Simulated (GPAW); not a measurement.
Crystal: Ta3Ru.

```
Ta Ru
1.0
     1.66909   -2.34231    0.00000
     1.66909    2.34231    0.00000
     0.00000    0.00000    8.81420
Ta Ru
3 1
Direct
  0.50000 0.50000 0.23612
  0.00000 0.00000 0.50000
  0.50000 0.50000 0.76388
  0.00000 0.00000 0.00000
```

The cell comes from a database or a generator and needn't be the stable form of this composition.

* Program: GPAW 26.7.0
* Task: single point
* Functional: PBEsol
* Potentials or basis: PAW data sets generated in the run's folder for this functional
* Cutoff: 600 eV
* Basis: pw
* k mesh: 10 × 10 × 3
* Occupations: fermi-dirac, width 0.05 eV
* Spin: no spin polarisation

On this cell: pressure -8.2 GPa; largest force 0.109 eV/Å; band gap on the k mesh none (metal or under the smearing width).

The same run follows on a disturbed copy (atoms moved at random, drawn with an rms of 0.05 Å):

```
CELL_PARAMETERS angstrom
1.66909 -2.34231 0.00000
1.66909 2.34231 0.00000
0.00000 0.00000 8.81420
ATOMIC_POSITIONS crystal
Ta 0.53375 0.51853 0.23716
Ta 0.99754 0.00993 0.49988
Ta 0.50201 0.49492 0.76108
Ru 0.00332 0.00432 0.00118
```

Problem. What changes?

Solution. The energy (extrapolated to zero smearing) moves by +8.3 meV/atom; pressure -8.2 GPa; largest force 0.525 eV/Å; band gap on the k mesh none (metal or under the smearing width).

Forces on the atoms (eV/Å):
```
Ta  -0.427  0.211 -0.221
Ta   0.217 -0.191 -0.021
Ta   0.061  0.145  0.409
Ru   0.150 -0.165 -0.167
```

Stress tensor (GPa, compression positive):
```
-9.04  0.05  0.06
 0.05 -7.27  0.10
 0.06  0.10 -8.27
```
